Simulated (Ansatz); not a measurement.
# AlGaH (quartet): from Hartree-Fock to the top rungs at scale of all distances = 1.326, 6-31G

How much of the correlation energy of AlGaH (quartet) does each wave-function method recover here?

The runs use Ansatz 0.2.0, Gaussian basis; 6-31G, core rule «outside noble gas», up to 19 orbitals frozen.

Plan: UHF; CCSD(T) on ROHF; CCSD(T) on UHF; BCCD(T) on ROHF; CISD; CCSDT(Q) on ROHF; CCSDT(Q) on UHF; CASSCF and MRCISD+Q, 5 electrons in 5 orbitals; CASSCF and NEVPT2, 5 electrons in 5 orbitals; CASSCF and MRCISD+Q, 7 electrons in 9 orbitals; CASSCF and MRCISD+Q(relaxed), 7 electrons in 9 orbitals; CASSCF and NEVPT2, 7 electrons in 9 orbitals; Full CI.

12 further runs of the same task are left out: 8 that didn't finish, 4 set aside as unsound or not needed.

## Step 1: The geometry

The geometry derives from a PBE0/def2-TZVP stationary point (not a proven minimum). All distances are scaled together. No spin-orbit coupling is included. The filled d shell of Ga may be among the frozen orbitals whatever the setting's name suggests; the logs give the count.

3 atoms, charge 0, spin multiplicity 4.

Atoms are counted from 1 here; the program's logs count them from 0.

No contacts short enough for the rule that draws bonds.

Geometry (Å):

```xyz
3
charge 0, multiplicity 4
Al    0.00000    0.00000    0.33667
Ga    0.00000    0.00000   -2.77094
H     0.00000    0.00000    2.43427
```

## Step 2: UHF

in.yaml

```yaml
crystal:
  periodic: [false, false, false]
  atoms:
    - {symbol: Al, position_ang: [0.000000, 0.000000, 0.336671]}
    - {symbol: Ga, position_ang: [0.000000, 0.000000, -2.770942]}
    - {symbol: H, position_ang: [0.000000, 0.000000, 2.434271]}
basis:
  gaussian: {orbitals: 6-31G}
magnetization: {spin_polarized: true, initial_magnetization: 3}
hamiltonian: {xc: hf}
output: {orbitals: {seedname: orbitals}}
```

Run with:

```bash
ansatz run in.yaml --threads 1 --pin off --events-out ev --progress --plain --max-ram 2393MiB
```

Further steps of the session: CCSD(T) on ROHF; CCSD(T) on UHF; BCCD(T) on ROHF; CISD; CCSDT(Q) on ROHF; CCSDT(Q) on UHF; CASSCF and MRCISD+Q, 5 electrons in 5 orbitals; CASSCF and NEVPT2, 5 electrons in 5 orbitals; CASSCF and MRCISD+Q, 7 electrons in 9 orbitals; CASSCF and MRCISD+Q(relaxed), 7 electrons in 9 orbitals; CASSCF and NEVPT2, 7 electrons in 9 orbitals; Full CI.

Q: Predict the results of all the runs planned. Wanted: FCI below the RHF energy; RMP2 from FCI; UMP2 from FCI; RCCSD from FCI; RCCSD(T) from FCI; UCCSD(T) from FCI; RCCSDT(Q) from FCI; UCCSDT(Q) from FCI; NEVPT2 pair from FCI.

**Answer**, as computed:

| quantity | value |
| --- | --- |
| FCI below the RHF energy | -2.6409 eV |
| RMP2 from FCI | +105.9 kJ/mol |
| UMP2 from FCI | +102.3 kJ/mol |
| RCCSD from FCI | +15.2 kJ/mol |
| RCCSD(T) from FCI | +5.6 kJ/mol |
| UCCSD(T) from FCI | +5.7 kJ/mol |
| RCCSDT(Q) from FCI | +0.5 kJ/mol |
| UCCSDT(Q) from FCI | +0.4 kJ/mol |
| NEVPT2 pair from FCI | +87.4 kJ/mol |
| MRCISD+Q pair from FCI | -1.0 kJ/mol |
| NEVPT2 valence from FCI | +15.9 kJ/mol |
| levels within 1 kcal/mol (43 meV) | RCCSDT, UCCSDT, RCCSDT(Q), UCCSDT(Q), MRCISD+Q pair, MRCISD valence, MRCISD+Q valence, MRCISD+Q(relaxed) valence |
| T1 diagnostic | 0.055 |
| effectively unpaired electrons | 3.15 |

**Reading.** RCCSD(T) lands +5.6 kJ/mol from the yardstick (2.2 % of the correlation energy). MRCISD+Q pair, MRCISD+Q(relaxed) valence fall below full CI: the +Q correction isn't variational, and the cores differ from full CI's. The occupations are near whole numbers, but T1 = 0.055 shows that the orbitals relax strongly. Of the multireference levels listed MRCISD+Q(relaxed) valence comes nearest in total energy (-0.4 kJ/mol), which doesn't show that its space is the better one. Coupled cluster took another determinant than the lowest Hartree-Fock one. These misses are within one basis, not against nature; the frozen cores of restricted and unrestricted runs differ, which can shift their rows.
